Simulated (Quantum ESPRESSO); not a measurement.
**SrCl2: band structure with PBEsol**

The system is SrCl2.

```
CELL_PARAMETERS angstrom
0.00000 3.48835 3.48835
3.48835 0.00000 3.48835
3.48835 3.48835 0.00000
ATOMIC_POSITIONS crystal
Sr 0.00000 0.00000 0.00000
Cl 0.75000 0.75000 0.75000
Cl 0.25000 0.25000 0.25000
```

```json
{
  "Program": "Quantum ESPRESSO 7.5",
  "Task": "band structure",
  "Functional": "PBEsol",
  "Potentials or basis": "GBRV 1.5 PBEsol",
  "Cutoff": "612 eV",
  "Density cutoff": "4898 eV",
  "k mesh": "7 × 7 × 7",
  "Occupations": "fermi-dirac, width 0.05 eV",
  "Spin": "no spin polarisation",
  "Mixing beta": "0.5",
  "Most SCF iterations": "120",
  "SCF threshold": "6e-10 Ry"
}
```

```
Pressure                : -1.1 GPa
Band gap on the k mesh  : 5.18 eV, indirect (least direct gap 5.48 eV)
Band gap along the path : 5.14 eV, indirect (least direct gap 5.37 eV)
```

Levels at the corners of the path, in eV from the valence-band top:
```tsv
point	band 9	band 10	band 11	band 12	band 13	band 14	band 15	band 16
Γ	-2.16	-0.34	-0.34	-0.34	5.14	5.98	5.98	8.81
X	-1.90	-0.41	-0.41	0.00	5.37	6.94	7.55	7.95
W	-1.23	-1.23	-0.32	-0.10	6.11	6.91	7.12	7.12
K	-1.75	-0.73	-0.54	-0.11	5.83	7.02	7.25	7.49
Γ	-2.16	-0.34	-0.34	-0.34	5.14	5.98	5.98	8.81
L	-1.53	-1.34	-1.06	-1.06	6.62	6.62	7.44	7.69
U	-1.75	-0.73	-0.54	-0.11	5.83	7.02	7.25	7.49
W	-1.23	-1.23	-0.32	-0.10	6.11	6.91	7.12	7.12
L	-1.53	-1.34	-1.06	-1.06	6.62	6.62	7.44	7.69
K	-1.75	-0.73	-0.54	-0.11	5.83	7.02	7.25	7.49
U	-1.75	-0.73	-0.54	-0.11	5.83	7.02	7.25	7.49
X	-1.90	-0.41	-0.41	0.00	5.37	6.94	7.55	7.95
```

Wall time 49 s on 2 MPI ranks on Arm Neoverse V2 (shared host), peak memory 0.36 GiB a rank.

As with any semilocal functional, this PBEsol gap is likely too small.
